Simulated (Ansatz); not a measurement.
# Nb3C: a trial structure relaxed

Where does this trial cell of Nb3C go when cell and atoms are let free?

Method: DFT PBE, scalar-relativistic, plane waves, PAW, in Ansatz 0.2.0.

2 further runs of the same task are left out: 1 that didn't finish, 1 set aside as unsound or not needed.

## 1. The system as given

It takes space group F-43m (No. 216, cubic). The conventional cell has a = 7.858 Å, b = 7.858 Å, c = 7.858 Å, α = 90.00°, β = 90.00°, γ = 90.00°. Nb (site symmetry 3m) has 1 C at 1.45 Å as nearest neighbours. Around Nb (site symmetry -43m) lie 4 Nb at 1.95 Å. Nb (site symmetry -43m) has 12 Nb at 3.22 Å and 8 C at 3.40 Å as nearest neighbours. Around C (site symmetry -43m) lie 20 Nb at 3.31 to 3.40 Å. C (site symmetry -43m) is surrounded by 4 Nb at 1.45 Å.

Coordinates:

```cif
data_structure
_symmetry_space_group_name_H-M 'F-43m'
_symmetry_Int_Tables_number 216
_cell_length_a 7.8580
_cell_length_b 7.8580
_cell_length_c 7.8580
_cell_angle_alpha 90.000
_cell_angle_beta 90.000
_cell_angle_gamma 90.000
_cell_volume 485.22
loop_
_atom_site_label
_atom_site_type_symbol
_atom_site_symmetry_multiplicity
_atom_site_Wyckoff_symbol
_atom_site_fract_x
_atom_site_fract_y
_atom_site_fract_z
_atom_site_occupancy
Nb1 Nb 16 e 0.35680 0.14320 0.35680 1
Nb2 Nb 4 a 0.00000 0.00000 0.00000 1
Nb3 Nb 4 b 0.50000 0.00000 0.00000 1
C1 C 4 d 0.25000 0.25000 0.75000 1
C2 C 4 c 0.25000 0.25000 0.25000 1
```

Recipe of the guess: random cell by space group and Wyckoff sites (F-43m, No. 216). Lengths come from tabulated atomic sizes and are only a guess.

## 2. Probe: one point on a coarse mesh

The input, input.yaml:

```yaml
crystal:
  lattice:
    - [0.0, 3.92901526, 3.92901526]
    - [3.92901526, 0.0, 3.92901526]
    - [3.92901526, 3.92901526, 0.0]
  atoms:
    - { symbol: Nb, position: [0.85679703, 0.85679703, 0.85679703] }
    - { symbol: Nb, position: [0.85679703, 0.85679703, 0.42960891] }
    - { symbol: Nb, position: [0.85679703, 0.42960891, 0.85679703] }
    - { symbol: Nb, position: [0.42960891, 0.85679703, 0.85679703] }
    - { symbol: Nb, position: [0.0, 0.0, 0.0] }
    - { symbol: Nb, position: [0.5, 0.5, 0.5] }
    - { symbol: C, position: [0.25, 0.25, 0.25] }
    - { symbol: C, position: [0.75, 0.75, 0.75] }
basis:
  ecutwfc: 420
kpoints:
  mp_grid: { grid: [4, 4, 4] }
hamiltonian:
  xc: pbe
scf:
  occupations: { method: gaussian, width: 0.1 }
  lower_state_search: "off"
output:
  forces: true
  stress: true
  eigenvalues: true
```

The run is started by

```bash
$ ansatz run input.yaml --threads 1 --pin off --max-ram 2560MiB --backend cpu --events-out ev --progress --plain --runs-dir out
```

Further runs follow: rough relaxation on the coarse mesh; spin check on a coarse mesh; full relaxation.

Q: Predict the outcome of this session. Wanted: conventional cell; volume; energy over the elements; gap on the mesh; total moment.

**Answer**, as computed:

| quantity | value |
| --- | --- |
| symmetry at the end (tolerance 0.05 Å) | space group F-43m (No. 216) |
| conventional cell | a = 9.606 Å, b = 9.606 Å, c = 9.606 Å, α = 90.00°, β = 90.00°, γ = 90.00° |
| volume | 27.70 Å³/atom |
| energy over the elements | +3.26 eV/atom |
| gap on the mesh | none (metal) |
| total moment | 0.90 μB/cell |

The space group F-43m (No. 216) is kept, and the volume per atom grows by 82.7 % from the first guess. With a positive formation energy it can't be a ground state. No finished test with a distortion of lower symmetry is shown, so the end may be a saddle point. Where forces pass 15 eV/Å atoms stand far too close, the PAW spheres overlap strongly and those numbers are rough. Other magnetic orders were not searched.
